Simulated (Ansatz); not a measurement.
# HfO2 (rhombohedral fluorite derivative): the cost of one run

Program: Ansatz 0.2.0. Level of theory: DFT PBEsol, scalar-relativistic, plane waves, PAW. These are calculated values, not measurements.

## (1) The structure to begin with

It takes space group R3 (No. 146, trigonal). The conventional cell has a = 7.148 Å, b = 7.148 Å, c = 8.938 Å, α = 90.00°, β = 90.00°, γ = 120.00°. Hf (site symmetry 3) has 4 O at 2.14 Å as nearest neighbours. Hf (site symmetry 1) is surrounded by 6 O at 1.61 to 2.20 Å. O (site symmetry 3) has 3 O at 1.74 Å and 4 Hf at 2.10 to 2.14 Å as nearest neighbours. Around O (site symmetry 1) lie 2 Hf at 1.61 to 2.14 Å. O (site symmetry 1) is surrounded by 2 O at 1.67 to 2.16 Å and 3 Hf at 2.12 to 2.14 Å. O (site symmetry 3) is surrounded by 3 O at 1.67 Å and 3 Hf at 2.20 Å.

As a file:

```cif
data_structure
_symmetry_space_group_name_H-M 'R3:H'
_symmetry_Int_Tables_number 146
_cell_length_a 7.1479
_cell_length_b 7.1479
_cell_length_c 8.9384
_cell_angle_alpha 90.000
_cell_angle_beta 90.000
_cell_angle_gamma 120.000
_cell_volume 395.50
loop_
_atom_site_label
_atom_site_type_symbol
_atom_site_symmetry_multiplicity
_atom_site_Wyckoff_symbol
_atom_site_fract_x
_atom_site_fract_y
_atom_site_fract_z
_atom_site_occupancy
Hf1 Hf 3 a 0.33333 0.66667 0.66136 1
Hf2 Hf 9 b 0.02086 0.51270 0.99348 1
O1 O 3 a 0.33333 0.66667 0.90081 1
O2 O 9 b 0.08593 0.25312 0.15463 1
O3 O 9 b 0.09406 0.54558 0.22494 1
O4 O 3 a 0.33333 0.66667 0.31242 1
```

## (2) Relaxing cell and atoms: HfO2 (rhombohedral fluorite derivative), no spin

File input.yaml:

```yaml
crystal:
  lattice:
    - [5.0897536228, 0.0354122775, 0.0354122775]
    - [0.0354122775, 5.0897536228, 0.0354122775]
    - [0.0354122775, 0.0354122775, 5.0897536228]
  atoms:
    - { symbol: Hf, position: [0.9946953456, 0.9946953456, 0.9946953456] }
    - { symbol: Hf, position: [0.0143418354, 0.4853087096, 0.4807818921] }
    - { symbol: Hf, position: [0.4807818921, 0.0143418354, 0.4853087096] }
    - { symbol: Hf, position: [0.4853087096, 0.4807818921, 0.0143418354] }
    - { symbol: O, position: [0.2341402503, 0.2341402503, 0.2341402503] }
    - { symbol: O, position: [0.2405633573, 0.3218096938, 0.9015137577] }
    - { symbol: O, position: [0.3218096938, 0.9015137577, 0.2405633573] }
    - { symbol: O, position: [0.3190058666, 0.6764638976, 0.6793615744] }
    - { symbol: O, position: [0.9015137577, 0.2405633573, 0.3218096938] }
    - { symbol: O, position: [0.6793615744, 0.3190058666, 0.6764638976] }
    - { symbol: O, position: [0.6764638976, 0.6793615744, 0.3190058666] }
    - { symbol: O, position: [0.6457551028, 0.6457551028, 0.6457551028] }
scf:
  occupations: { method: fixed }
output:
  forces: true
  stress: true
  eigenvalues: true
  polarization: {}
  write_density: true
  write_potential: true
  elf: true
  volumetric_format: npy
hamiltonian:
  xc: pbesol
basis:
  ecutwfc: 560
kpoints:
  mp_grid: { grid: [4, 4, 4] }
relax:
  f_tol: 0.004
  max_steps: 120
  cell: { stress_tol: 0.05 }
```

Launch:

```console
ansatz run input.yaml --threads 4 --pin off --max-ram 8192MiB --backend cpu --events-out ev --progress --plain --runs-dir out
```

Q: Estimate wall time and peak memory on 4 threads of AMD EPYC 9R45 (Zen 5), shared host.

About 48 s, with a peak of 0.99 GiB.
